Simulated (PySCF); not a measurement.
# Hf(NH2)4: other functionals and bases at one geometry

Aim: see how levels, charges and forces of Hf(NH2)4 depend on the level of theory. The species was built from a template and needn't be a known compound.

Computed with PySCF 2.14.0. Level: several levels, as the steps say, no spin–orbit coupling.

4 further runs of the same task are left out: 2 for a known fault of the program, 2 that didn't finish.

**1. Where the work starts**

13 atoms, charge 0, spin multiplicity 1.

Bond lengths: Hf1–N2 2.061 Å, Hf1–N5 2.061 Å, Hf1–N8 2.061 Å, Hf1–N11 2.061 Å, N2–H3 1.029 Å, N2–H4 1.027 Å, N5–H6 1.027 Å, N5–H7 1.029 Å, N8–H9 1.027 Å, N8–H10 1.029 Å, N11–H12 1.029 Å, N11–H13 1.027 Å. Angles: N2–Hf1–N5 110.1°, N2–Hf1–N8 108.2°, N2–Hf1–N11 110.1°, N5–Hf1–N8 110.1°, N5–Hf1–N11 108.2°, N8–Hf1–N11 110.1°, Hf1–N2–H3 123.2°, Hf1–N2–H4 129.1°, H3–N2–H4 107.6°, Hf1–N5–H6 129.1°, Hf1–N5–H7 123.2°, H6–N5–H7 107.6°, Hf1–N8–H9 129.1°, Hf1–N8–H10 123.2°, H9–N8–H10 107.6°, Hf1–N11–H12 123.2°, Hf1–N11–H13 129.1°, H12–N11–H13 107.6°.

As a file:

| atom | x (Å) | y (Å) | z (Å) |
| --- | --- | --- | --- |
| Hf1 | 0.0000 | 0.0000 | 0.0000 |
| N2 | 1.2089 | 1.2300 | 1.1283 |
| H3 | 2.0681 | 0.9045 | 1.5917 |
| H4 | 1.1363 | 2.2421 | 1.2862 |
| N5 | -1.2090 | -1.1282 | 1.2300 |
| H6 | -1.1362 | -1.2864 | 2.2421 |
| H7 | -2.0681 | -1.5917 | 0.9045 |
| N8 | 1.2089 | -1.2300 | -1.1283 |
| H9 | 1.1363 | -2.2421 | -1.2862 |
| H10 | 2.0681 | -0.9045 | -1.5917 |
| N11 | -1.2090 | 1.1282 | -1.2300 |
| H12 | -2.0681 | 1.5917 | -0.9045 |
| H13 | -1.1362 | 1.2864 | -2.2421 |

Formal oxidation states: Hf +4. An earlier session relaxed this geometry at BP86, Hf def2-SVP with ECP60, N def2-SVP, H def2-SVP (singlet, point group S4).

At BP86 on the finer grid: E = -271.914898 Eh, HOMO -5.21 eV, LUMO -0.38 eV, Mulliken charge on Hf1 +0.73 e, largest force component 0.012 eV/Å. 

Levels to run: PBE; B3LYP; BLYP; wB97X; BP86, TZVP; BP86, x2c-SVP. Hardware: 2 threads of Arm Neoverse V1, shared host.

**2. PBE**

Input file run.py (the lines that set the calculation):

```python
mol = gto.M(atom='''
Hf    -0.00003     0.00000     0.00000
N      1.20890     1.23004     1.12826
H      2.06811     0.90451     1.59166
H      1.13629     2.24206     1.28621
N     -1.20899    -1.12825     1.23003
H     -1.13618    -1.28637     2.24214
H     -2.06811    -1.59171     0.90451
N      1.20890    -1.23004    -1.12826
H      1.13629    -2.24206    -1.28621
H      2.06811    -0.90451    -1.59166
N     -1.20899     1.12825    -1.23003
H     -2.06811     1.59171    -0.90451
H     -1.13618     1.28637    -2.24214''',
    basis={'Hf': 'def2-SVP', 'N': 'def2-SVP', 'H': 'def2-SVP'},
    ecp={'Hf': 'def2-SVP'},
    charge=0, spin=0)
mf = dft.RKS(mol, xc='PBE')
mf.grids.atom_grid = (75, 302)
mf = mf.density_fit()  # fitting sets: Hf def2-universal-JKFIT, N def2-universal-JKFIT, H def2-universal-JKFIT
mf.conv_tol = 1e-08; mf.max_cycle = 55
mf.kernel(dm0)  # dm0: the density of the relaxed state
```

Started as:

```
$ OMP_NUM_THREADS=2 python run.py
```

Standard output:

```text
init E= -271.572846594061
  HOMO = -0.187241357460262  LUMO = -0.013465713629383  gap/eV = 4.72868
cycle= 1 E= -271.57299937026  delta_E= -0.000153  |g|= 0.00367  |ddm|= 0.0618
  HOMO = -0.188300012834791  LUMO = -0.0141279440547363  gap/eV = 4.73946
cycle= 2 E= -271.572995977282  delta_E= 3.39e-06  |g|= 0.00488  |ddm|= 0.0112
  HOMO = -0.187856992417202  LUMO = -0.0139345851049793  gap/eV = 4.73267
cycle= 3 E= -271.573002727747  delta_E= -6.75e-06  |g|= 0.000319  |ddm|= 0.00696
  HOMO = -0.18786525599685  LUMO = -0.0139473240729931  gap/eV = 4.73255
cycle= 4 E= -271.573002731521  delta_E= -3.77e-09  |g|= 0.00036  |ddm|= 0.000698
  HOMO = -0.187877748189593  LUMO = -0.0139486818207904  gap/eV = 4.73285
cycle= 5 E= -271.573002764942  delta_E= -3.34e-08  |g|= 2.02e-05  |ddm|= 0.000321
  HOMO = -0.1878760982472  LUMO = -0.0139481676781162  gap/eV = 4.73282
cycle= 6 E= -271.57300276504  delta_E= -9.8e-11  |g|= 3.23e-06  |ddm|= 2.2e-05
  HOMO = -0.187876145661169  LUMO = -0.0139481809306918  gap/eV = 4.73282
Extra cycle  E= -271.57300276504  delta_E= -4.55e-13  |g|= 3.15e-06  |ddm|= 6.85e-06
converged SCF energy = -271.57300276504
```

It took 10 s on 2 threads of Arm Neoverse V1, shared host.

It gives: E = -271.573003 Eh, HOMO -5.11 eV, LUMO -0.38 eV, Mulliken charge on Hf1 +0.71 e, largest force component 0.052 eV/Å. 

**3. B3LYP**

run.py (the lines that set the calculation), as its differences from that of step 2:

```diff
@@ -17,3 +17,3 @@
     charge=0, spin=0)
-mf = dft.RKS(mol, xc='PBE')
+mf = dft.RKS(mol, xc='B3LYP')
 mf.grids.atom_grid = (75, 302)
```

Started as:

```
$ OMP_NUM_THREADS=2 python run.py
```

Standard output:

```text
init E= -271.84204951761
  HOMO = -0.231188619022276  LUMO = 0.00184695431916992  gap/eV = 6.34122
cycle= 1 E= -271.841968312839  delta_E= 8.12e-05  |g|= 0.102  |ddm|= 0.207
  HOMO = -0.224209294824182  LUMO = 0.000671774974423221  gap/eV = 6.11933
cycle= 2 E= -271.835566211269  delta_E= 0.0064  |g|= 0.19  |ddm|= 0.272
  HOMO = -0.230534761958373  LUMO = 0.000731896184496206  gap/eV = 6.29309
cycle= 3 E= -271.844693812097  delta_E= -0.00913  |g|= 0.00731  |ddm|= 0.167
  HOMO = -0.229559538001451  LUMO = 0.00112867743456442  gap/eV = 6.27735
cycle= 4 E= -271.84470778615  delta_E= -1.4e-05  |g|= 0.00129  |ddm|= 0.0109
  HOMO = -0.229649669777628  LUMO = 0.00109453726685013  gap/eV = 6.27887
cycle= 5 E= -271.84470822343  delta_E= -4.37e-07  |g|= 0.00018  |ddm|= 0.00165
  HOMO = -0.229653440935613  LUMO = 0.00109334520867613  gap/eV = 6.27894
cycle= 6 E= -271.84470823224  delta_E= -8.81e-09  |g|= 2.63e-05  |ddm|= 0.000241
  HOMO = -0.229653418271538  LUMO = 0.00109255674919818  gap/eV = 6.27892
Extra cycle  E= -271.844708232032  delta_E= 2.08e-10  |g|= 3.89e-05  |ddm|= 6.64e-05
converged SCF energy = -271.844708232032
```

Run time: 14 s. Hardware: 2 threads of Arm Neoverse V1, shared host.

Result: E = -271.844708 Eh, HOMO -6.25 eV, LUMO 0.03 eV, Mulliken charge on Hf1 +0.88 e, largest force component 0.341 eV/Å. 

**4. BLYP**

run.py (the lines that set the calculation), as its differences from that of step 3:

```diff
@@ -17,3 +17,3 @@
     charge=0, spin=0)
-mf = dft.RKS(mol, xc='B3LYP')
+mf = dft.RKS(mol, xc='BLYP')
 mf.grids.atom_grid = (75, 302)
```

Started as:

```
$ OMP_NUM_THREADS=2 python run.py
```

Standard output:

```text
init E= -271.718278280304
  HOMO = -0.182236973119849  LUMO = -0.0122095170128151  gap/eV = 4.62668
cycle= 1 E= -271.718627170911  delta_E= -0.000349  |g|= 0.0651  |ddm|= 0.185
  HOMO = -0.177517116562177  LUMO = -0.0134870069828844  gap/eV = 4.46349
cycle= 2 E= -271.712798452318  delta_E= 0.00583  |g|= 0.166  |ddm|= 0.194
  HOMO = -0.183014458449882  LUMO = -0.0139970697907587  gap/eV = 4.59920
cycle= 3 E= -271.71969114342  delta_E= -0.00689  |g|= 0.00177  |ddm|= 0.142
  HOMO = -0.18279392846855  LUMO = -0.0138673463484308  gap/eV = 4.59673
cycle= 4 E= -271.719691894712  delta_E= -7.51e-07  |g|= 0.000239  |ddm|= 0.00242
  HOMO = -0.18276146446483  LUMO = -0.0138521700207301  gap/eV = 4.59626
cycle= 5 E= -271.7196919044  delta_E= -9.69e-09  |g|= 0.000105  |ddm|= 0.000338
  HOMO = -0.18277125826412  LUMO = -0.0138571026455281  gap/eV = 4.59639
cycle= 6 E= -271.719691907735  delta_E= -3.34e-09  |g|= 2.65e-05  |ddm|= 0.000183
  HOMO = -0.182766412532864  LUMO = -0.0138546983935477  gap/eV = 4.59632
Extra cycle  E= -271.719691907404  delta_E= 3.31e-10  |g|= 4.15e-05  |ddm|= 9.87e-05
converged SCF energy = -271.719691907404
```

Run time: 9.2 s. Hardware: 2 threads of Arm Neoverse V1, shared host.

It gives: E = -271.719692 Eh, HOMO -4.97 eV, LUMO -0.38 eV, Mulliken charge on Hf1 +0.69 e, largest force component 0.127 eV/Å. 

**5. wB97X**

run.py (the lines that set the calculation), as its differences from that of step 4:

```diff
@@ -17,3 +17,3 @@
     charge=0, spin=0)
-mf = dft.RKS(mol, xc='BLYP')
+mf = dft.RKS(mol, xc='WB97X')
 mf.grids.atom_grid = (75, 302)
```

Started as:

```
$ OMP_NUM_THREADS=2 python run.py
```

Standard output:

```text
init E= -271.764785167029
  HOMO = -0.329569718774925  LUMO = 0.0743282900200946  gap/eV = 10.99062
cycle= 1 E= -271.774503175233  delta_E= -0.00972  |g|= 0.0727  |ddm|= 0.261
  HOMO = -0.329268149201095  LUMO = 0.0732986623687846  gap/eV = 10.95440
cycle= 2 E= -271.775160714152  delta_E= -0.000658  |g|= 0.0529  |ddm|= 0.146
  HOMO = -0.331724682358997  LUMO = 0.0741527088930773  gap/eV = 11.04449
cycle= 3 E= -271.775889700831  delta_E= -0.000729  |g|= 0.0131  |ddm|= 0.0569
  HOMO = -0.330009318246201  LUMO = 0.0749317654132167  gap/eV = 11.01901
cycle= 4 E= -271.775931440113  delta_E= -4.17e-05  |g|= 0.00368  |ddm|= 0.0123
  HOMO = -0.330423900712459  LUMO = 0.0748523906139944  gap/eV = 11.02813
cycle= 5 E= -271.775937242132  delta_E= -5.8e-06  |g|= 0.00058  |ddm|= 0.00797
  HOMO = -0.330410599817637  LUMO = 0.0748830730391479  gap/eV = 11.02860
cycle= 6 E= -271.775937631631  delta_E= -3.89e-07  |g|= 0.000114  |ddm|= 0.00189
  HOMO = -0.330410904420231  LUMO = 0.0748840384972507  gap/eV = 11.02864
cycle= 7 E= -271.775937647549  delta_E= -1.59e-08  |g|= 1.93e-05  |ddm|= 0.000373
  HOMO = -0.330412241507084  LUMO = 0.0748828282109422  gap/eV = 11.02864
cycle= 8 E= -271.775937647979  delta_E= -4.3e-10  |g|= 2.96e-06  |ddm|= 6.57e-05
  HOMO = -0.330412633059836  LUMO = 0.0748826038280779  gap/eV = 11.02865
Extra cycle  E= -271.775937647988  delta_E= -8.87e-12  |g|= 1.49e-06  |ddm|= 7.23e-06
converged SCF energy = -271.775937647988
```

It took 13 s on 2 threads of Arm Neoverse V1, shared host.

Read off: E = -271.775938 Eh, HOMO -8.99 eV, LUMO 2.04 eV, Mulliken charge on Hf1 +0.98 e, largest force component 0.447 eV/Å. 

**6. BP86, TZVP**

Basis: Hf def2-TZVP with ECP60, N def2-TZVP, H def2-TZVP. 

run.py (the lines that set the calculation), as its differences from that of step 5:

```diff
@@ -14,6 +14,6 @@
 H     -1.13618     1.28637    -2.24214''',
-    basis={'Hf': 'def2-SVP', 'N': 'def2-SVP', 'H': 'def2-SVP'},
-    ecp={'Hf': 'def2-SVP'},
+    basis={'Hf': 'def2-TZVP', 'N': 'def2-TZVP', 'H': 'def2-TZVP'},
+    ecp={'Hf': 'def2-TZVP'},
     charge=0, spin=0)
-mf = dft.RKS(mol, xc='WB97X')
+mf = dft.RKS(mol, xc='B88,P86')
 mf.grids.atom_grid = (75, 302)
@@ -21,2 +21,2 @@
 mf.conv_tol = 1e-08; mf.max_cycle = 55
-mf.kernel(dm0)  # dm0: the density of the relaxed state
+mf.kernel(dm0)  # dm0: free metal ions and neutral atoms
```

Started as:

```
$ OMP_NUM_THREADS=2 python run.py
```

Standard output:

```text
init E= -277.845412575529
  HOMO = -0.243202002073149  LUMO = -0.147320153899344  gap/eV = 2.60908
cycle= 1 E= -271.226355103529  delta_E= 6.62  |g|= 2.14  |ddm|= 2.82
  HOMO = -0.245144471419002  LUMO = -0.0106313984235946  gap/eV = 6.38143
cycle= 2 E= -270.449656528604  delta_E= 0.777  |g|= 2.66  |ddm|= 3.33
  HOMO = -0.147542280229836  LUMO = 0.00330060223138062  gap/eV = 4.10464
cycle= 3 E= -272.114018056006  delta_E= -1.66  |g|= 0.562  |ddm|= 2.02
  HOMO = -0.227075426539334  LUMO = -0.0635974923759477  gap/eV = 4.44846
cycle= 4 E= -272.161891255369  delta_E= -0.0479  |g|= 0.349  |ddm|= 0.909
  HOMO = -0.200097969437413  LUMO = -0.0226582776781352  gap/eV = 4.82838
cycle= 5 E= -272.195701033931  delta_E= -0.0338  |g|= 0.017  |ddm|= 0.318
  HOMO = -0.198314241574791  LUMO = -0.0192774935077945  gap/eV = 4.87184
cycle= 6 E= -272.195801050321  delta_E= -0.0001  |g|= 0.00379  |ddm|= 0.0235
  HOMO = -0.198296954674219  LUMO = -0.0195427433030224  gap/eV = 4.86415
cycle= 7 E= -272.195804637301  delta_E= -3.59e-06  |g|= 0.000777  |ddm|= 0.00382
  HOMO = -0.198358502818334  LUMO = -0.0196005549353551  gap/eV = 4.86425
cycle= 8 E= -272.195804755717  delta_E= -1.18e-07  |g|= 0.000376  |ddm|= 0.000805
  HOMO = -0.198375792512531  LUMO = -0.0196035909454476  gap/eV = 4.86464
cycle= 9 E= -272.195804784135  delta_E= -2.84e-08  |g|= 0.000123  |ddm|= 0.000266
  HOMO = -0.198384022412736  LUMO = -0.0196051987694749  gap/eV = 4.86482
cycle= 10 E= -272.195804787549  delta_E= -3.41e-09  |g|= 1.11e-05  |ddm|= 8.47e-05
  HOMO = -0.198384108050224  LUMO = -0.0196079424430232  gap/eV = 4.86475
Extra cycle  E= -272.195804787464  delta_E= 8.52e-11  |g|= 2.12e-05  |ddm|= 2.81e-05
converged SCF energy = -272.195804787464
```

Wall time 25 s (2 threads of Arm Neoverse V1, shared host).

Result: E = -272.195805 Eh, HOMO -5.40 eV, LUMO -0.53 eV, Mulliken charge on Hf1 +1.26 e, largest force component 0.305 eV/Å. 

**7. BP86, x2c-SVP**

Basis: Hf x2c-SVPall, N x2c-SVPall, H x2c-SVPall. All electrons are treated, with the spin-free X2C Hamiltonian.

run.py (the lines that set the calculation), as its differences from that of step 6:

```diff
@@ -14,8 +14,9 @@
 H     -1.13618     1.28637    -2.24214''',
-    basis={'Hf': 'def2-TZVP', 'N': 'def2-TZVP', 'H': 'def2-TZVP'},
-    ecp={'Hf': 'def2-TZVP'},
+    basis={'Hf': 'x2c-SVPall', 'N': 'x2c-SVPall', 'H': 'x2c-SVPall'},
+    nucmod='G',
     charge=0, spin=0)
 mf = dft.RKS(mol, xc='B88,P86')
-mf.grids.atom_grid = (75, 302)
-mf = mf.density_fit()  # fitting sets: Hf def2-universal-JKFIT, N def2-universal-JKFIT, H def2-universal-JKFIT
+mf.grids.atom_grid = (99, 590)
+mf = mf.density_fit()  # fitting sets: Hf AutoAux, N AutoAux, H AutoAux
+mf = mf.sfx2c1e()
 mf.conv_tol = 1e-08; mf.max_cycle = 55
```

Started as:

```
$ OMP_NUM_THREADS=2 python run.py
```

Standard output:

```text
init E= -15309.908869173
  HOMO = -0.241956148535554  LUMO = -0.153450598277105  gap/eV = 2.40836
cycle= 1 E= -15302.903430022  delta_E= 7.01  |g|= 2.01  |ddm|=  4.1
cycle= 2 E= -15169.6448686821  delta_E=  133  |g|=   20  |ddm|= 16.6
  HOMO = -0.297307747739085  LUMO = -0.024692720450247  gap/eV = 7.41823
cycle= 3 E= -15302.7128632319  delta_E= -133  |g|= 2.29  |ddm|= 16.3
  HOMO = -0.152970047645753  LUMO = -0.00156702179706869  gap/eV = 4.11989
cycle= 4 E= -15303.8276335044  delta_E= -1.11  |g|= 0.708  |ddm|= 2.13
  HOMO = -0.227137642092264  LUMO = -0.096608587892808  gap/eV = 3.55188
cycle= 5 E= -15303.7958954839  delta_E= 0.0317  |g|= 0.718  |ddm|= 0.976
  HOMO = -0.21800292703094  LUMO = -0.0779588195952847  gap/eV = 3.81079
cycle= 6 E= -15303.8480677494  delta_E= -0.0522  |g|= 0.558  |ddm|= 0.181
  HOMO = -0.196362841776914  LUMO = -0.0281707063262875  gap/eV = 4.57674
cycle= 7 E= -15303.9104166413  delta_E= -0.0623  |g|= 0.104  |ddm|= 0.482
  HOMO = -0.195782619327995  LUMO = -0.0266554574324776  gap/eV = 4.60218
cycle= 8 E= -15303.9113791411  delta_E= -0.000962  |g|= 0.0258  |ddm|= 0.077
  HOMO = -0.195847229990255  LUMO = -0.0258799765244508  gap/eV = 4.62504
cycle= 9 E= -15303.9114481308  delta_E= -6.9e-05  |g|= 0.0208  |ddm|= 0.037
  HOMO = -0.196963166273374  LUMO = -0.0256544821364518  gap/eV = 4.66155
cycle= 10 E= -15303.9115469794  delta_E= -9.88e-05  |g|= 0.00389  |ddm|= 0.0175
  HOMO = -0.197012888972639  LUMO = -0.0257248283944459  gap/eV = 4.66099
cycle= 11 E= -15303.9115489863  delta_E= -2.01e-06  |g|= 0.000882  |ddm|= 0.00263
  HOMO = -0.197013428309297  LUMO = -0.0257647638004731  gap/eV = 4.65991
cycle= 12 E= -15303.9115491246  delta_E= -1.38e-07  |g|= 0.000112  |ddm|= 0.000722
  HOMO = -0.197010744577969  LUMO = -0.0257679299908138  gap/eV = 4.65975
cycle= 13 E= -15303.9115491275  delta_E= -2.89e-09  |g|= 1.01e-05  |ddm|= 0.000106
  HOMO = -0.19700852417861  LUMO = -0.0257666156106211  gap/eV = 4.65973
Extra cycle  E= -15303.9115491275  delta_E= 3.46e-11  |g|= 1.74e-05  |ddm|= 2.24e-05
converged SCF energy = -15303.9115491275
```

Wall time 65 s (2 threads of Arm Neoverse V1, shared host).

Read off: E = -15303.911549 Eh, HOMO -5.36 eV, LUMO -0.70 eV, Mulliken charge on Hf1 +0.60 e, largest force component 0.422 eV/Å. 

**8. Results**

| level | state | HOMO (eV) | gap (eV) | charge on Hf1 (e) | dipole (D) | largest force (eV/Å) | basis functions | time |
| --- | --- | --- | --- | --- | --- | --- | --- | --- |
| BP86 (relaxed here) | singlet | -5.21 | 4.83 | 0.73 | 0.00 | 0.01 | 128 | 31 s |
| PBE | singlet | -5.11 | 4.73 | 0.71 | 0.00 | 0.05 | 128 | 10 s |
| B3LYP | singlet | -6.25 | 6.28 | 0.88 | 0.00 | 0.34 | 128 | 14 s |
| BLYP | singlet | -4.97 | 4.60 | 0.69 | 0.00 | 0.13 | 128 | 9.2 s |
| wB97X | singlet | -8.99 | 11.03 | 0.98 | 0.00 | 0.45 | 128 | 13 s |
| BP86, TZVP | singlet | -5.40 | 4.86 | 1.26 | 0.00 | 0.30 | 212 | 25 s |
| BP86, x2c-SVP | singlet | -5.36 | 4.66 | 0.60 | 0.00 | 0.42 | 162 | 65 s |

Times are on 2 threads of Arm Neoverse V1, shared host; the first row also made further properties.

In one basis the HOMO–LUMO gap runs from 4.60 eV (BLYP) to 11.03 eV (wB97X). The largest leftover force, 0.45 eV/Å with wB97X, stands at a geometry relaxed at another level. The Mulliken charge on Hf spans +0.60 to +1.26 e over the levels. Total energies of different levels can't be compared. Spin–orbit coupling is left out throughout.
